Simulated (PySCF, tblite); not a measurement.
**C8H13P: geometry, infrared bands and NMR shifts**

Aim: predict the infrared bands and NMR shifts of C8H13P (`C1=CP1C1CCCCC1`).

The runs use tblite 0.8.0 and PySCF 2.14.0, with density-fitted response routines of our own; the level of theory stands in each step. All values are computed, except where a source is named. Atoms are numbered from 0 throughout.

### 1 The molecule as given

22 atoms, charge 0, multiplicity 1; geometry from: force field or distance geometry start.

Bonds of the start (Å): C0–C1 1.32, C1–P2 1.79, P2–C3 1.88, C3–C4 1.55, C4–C5 1.54, C5–C6 1.52, C6–C7 1.53, C7–C8 1.53, P2–C0 1.80, C8–C3 1.53, C0–H9 1.06, C1–H10 1.06, C3–H11 1.08, C4–H12 1.10, C4–H13 1.10, C5–H14 1.09, C5–H15 1.08, C6–H16 1.10, C6–H17 1.09, C7–H18 1.10, C7–H19 1.09, C8–H20 1.10, C8–H21 1.10.

### 2 Optimising the geometry with GFN2-xTB

Job settings and geometry (Å):

```
{"job": {"kind": "relax", "xc": "GFN2-xTB", "basis": "xTB"}, "charge": 0, "multiplicity": 1}
C      3.272700    -0.861300     0.080800
C      3.436700     0.424500    -0.156700
P      2.236100     0.143900     1.147800
C      0.650700     0.210700     0.132000
C     -0.030100    -1.176600     0.100900
C     -1.364300    -1.120000    -0.659400
C     -2.294200    -0.064500    -0.073800
C     -1.622800     1.307600    -0.006200
C     -0.296300     1.247600     0.744800
H      3.620700    -1.797500    -0.282600
H      4.015900     1.043700    -0.797700
H      0.879700     0.512400    -0.884600
H     -0.214600    -1.545600     1.121000
H      0.623300    -1.911600    -0.400300
H     -1.845800    -2.093600    -0.619600
H     -1.174800    -0.892100    -1.701500
H     -2.596100    -0.367600     0.943200
H     -3.209400    -0.014100    -0.672700
H     -2.301900     2.021100     0.482900
H     -1.450700     1.672200    -1.023200
H      0.157600     2.252400     0.722700
H     -0.503000     1.027600     1.801200
```

Command:

```console
> OMP_NUM_THREADS=1 python probes_run.py task.json out
```

This one command runs all jobs of the session in turn.

**Question.** This job is followed by: GFN2-xTB harmonic vibrations, gas phase; GIAO PBE0/pcSseg-1 NMR shielding, non-relativistic, gas phase. Predict these results of the whole session: strongest single infrared mode (GFN2-xTB); zero-point energy (GFN2-xTB); 13C shifts against TMS (PBE0/pcSseg-1, means over atoms taken as alike); 1H shifts against TMS (PBE0/pcSseg-1, means over atoms taken as alike); 31P shifts against H3PO4 (PBE0/pcSseg-1).

As calculated:

| quantity | value |
| --- | --- |
| strongest single infrared mode (GFN2-xTB) | 2980 cm⁻¹, 147 km/mol |
| zero-point energy (GFN2-xTB) | 117.8 kcal/mol |
| 13C shifts against TMS (PBE0/pcSseg-1, means over atoms taken as alike) | 136.1, 55.9, 31.9, 31.1, 30.2 ppm |
| 1H shifts against TMS (PBE0/pcSseg-1, means over atoms taken as alike) | 8.54, 1.80, 1.73, 1.68, 1.11, 1.05, 0.99, 0.04 ppm |
| 31P shifts against H3PO4 (PBE0/pcSseg-1) | -207.0 ppm |

What this shows: The optimisation took 31 steps and gained 0.110 eV; among the close pairs (by a distance rule), C1–P2 changed most, from 1.795 to 1.836 Å. No mode is imaginary among the 60: a minimum at this level. GFN2-xTB is a fitted tight-binding method: band positions and strengths are rough. Its intensities can rank the bands wrongly. The most deshielded carbon is C0, C1 (mean) (alkene CH), at 136.1 ppm: the olefinic region. At PBE0/pcSseg-1: The widest tensor belongs to P2: span 857 ppm, with a paramagnetic part of -438 ppm.
